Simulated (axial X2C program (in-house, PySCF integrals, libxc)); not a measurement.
# STiS⁺: bond lengths and stretches, held linear

The task here is to estimate one member of a computed series from the others.

Program: an in-house X2C program for linear molecules on PySCF integrals. Level of theory: all-electron X2C, two-component (2c) or spin-free, S dyall-av3z, Ti dyall-v3z. These are calculated values, not measurements.

All values are calculated.

2 further runs of the same task are left out: 2 set aside as unsound or not needed.

Set-up of the first run:

Contents of task.json:

```json
{"zs": [16, 22, 16], "q": 1, "bas": ["dyall-av3z", "dyall-v3z", "dyall-av3z"], "r0": [2.11, 2.11], "symm": 1, "scan": ["PBE0", "HF", "r2SCAN"], "levels": ["PBE0", "HF", "B3LYP"], "nst": 2}
```

Keys: zs atomic numbers; q charge; bas basis sets; r0 starting distance in Å; symm equal bonds; scan levels of the two-bond scan; levels methods; nst determinants followed.

Command:

```
$ python solin.py task.json out
```

Masses S 31.972, Ti 47.948, S 31.972 u.

Steps of the session up to this table: Scan at PBE0, 2c; Scan at r2SCAN, 2c; Scan at PBE0, spin-free.

One of the session's tables, all rows but one given; the rest of the session is left out.

```
            level  r(S–Ti) (Å)  r(Ti–S) (Å)  lower stretch (cm⁻¹)  upper stretch (cm⁻¹)
         PBE0, 2c        2.076        2.076                 457.0                 554.5
       r2SCAN, 2c            ?            ?                     ?                     ?
  PBE0, spin-free        2.076        2.076                 458.1                 554.9
    HF, spin-free        2.127        2.127                 397.6                 535.8
r2SCAN, spin-free        2.092        2.092                 441.4                 572.6
```

**Question.** Estimate the row for r2SCAN, 2c.

As computed: r(S–Ti) (Å): 2.092; r(Ti–S) (Å): 2.092; lower stretch (cm⁻¹): 441.1; upper stretch (cm⁻¹): 572.7.

Scans not shown above were run alike.

The molecule was held linear; bending was not examined, so a bent shape may lie lower.
